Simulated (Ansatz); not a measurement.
**H4O3SiTe: small, medium and large basis sets**

How large a basis does H4O3SiTe need? Two functionals are run in growing sets.

Program: Ansatz 0.2.0, Gaussian basis. Level of theory: one geometry, several basis sets. These are calculated values, not measurements.

Plan: PBE0-D4/def2-SVP; ωB97M-V/def2-SVP; PBE0-D4/def2-QZVPP; ωB97M-V/def2-QZVPP; the functionals' def2-TZVPP values are taken from earlier runs.

## Step 1: Structure used throughout

The geometry comes from an earlier relaxation with PBE0-D4 in a triple-zeta def2 set; it is a stationary point, not always the lowest conformer. Te takes the def2 core potential; no spin-orbit term is included.

SMILES `O[Si](O)(O)[TeH]`, 9 atoms, charge 0, spin multiplicity 1.

Atoms are counted from 1 here; the program's logs count them from 0.

Bond lengths: O1–Si2 1.622 Å, O1–H6 0.958 Å, Si2–O3 1.628 Å, Si2–O4 1.636 Å, Si2–Te5 2.509 Å, O3–H7 0.958 Å, O4–H8 0.959 Å, Te5–H9 1.657 Å. Angles: Si2–O1–H6 117.0°, O1–Si2–O3 103.3°, O1–Si2–O4 107.4°, O1–Si2–Te5 115.7°, O3–Si2–O4 116.2°, O3–Si2–Te5 106.6°, O4–Si2–Te5 107.9°, Si2–O3–H7 117.3°, Si2–O4–H8 117.1°, Si2–Te5–H9 91.6°.

## Step 2: PBE0-D4 in def2-SVP

Input file in.yaml:

```yaml
crystal:
  periodic: [false, false, false]
  atoms:
    - {symbol: O, position_ang: [0.644081, 1.010110, -1.457728]}
    - {symbol: Si, position_ang: [0.368425, 0.028281, -0.196500]}
    - {symbol: O, position_ang: [1.864871, -0.413653, 0.268551]}
    - {symbol: O, position_ang: [-0.611410, -1.173120, -0.717792]}
    - {symbol: Te, position_ang: [-0.714156, 1.096926, 1.799143]}
    - {symbol: H, position_ang: [-0.110185, 1.242137, -2.000975]}
    - {symbol: H, position_ang: [1.946598, -0.878318, 1.102264]}
    - {symbol: H, position_ang: [-1.072256, -1.682334, -0.049132]}
    - {symbol: H, position_ang: [-2.227367, 0.723573, 1.235168]}
basis:
  gaussian: {orbitals: def2-SVP}
hamiltonian: {xc: pbe0, dispersion: d4}
output: {orbitals: {seedname: orbitals}}
```

After this run come: ωB97M-V in def2-SVP; PBE0-D4 in def2-QZVPP; ωB97M-V in def2-QZVPP.

Before running them: what should the planned runs give, taken together? Wanted: PBE0-D4: double and triple zeta above quadruple; ωB97M-V: double and triple zeta above quadruple.

As calculated:

| quantity | value |
| --- | --- |
| PBE0-D4: double and triple zeta above quadruple | 12.13, 0.71 eV |
| ωB97M-V: double and triple zeta above quadruple | 12.27, 0.67 eV |

What this shows: PBE0-D4 gains 11.42 eV from double to triple zeta, then 0.71 eV more. These are total energies; as a rule much of such shifts cancels in differences, which this series doesn't test. The LUMO of ωB97M-V is positive and keeps falling with the basis (1.56 to 0.93 eV): an unbound level that the basis holds in place.
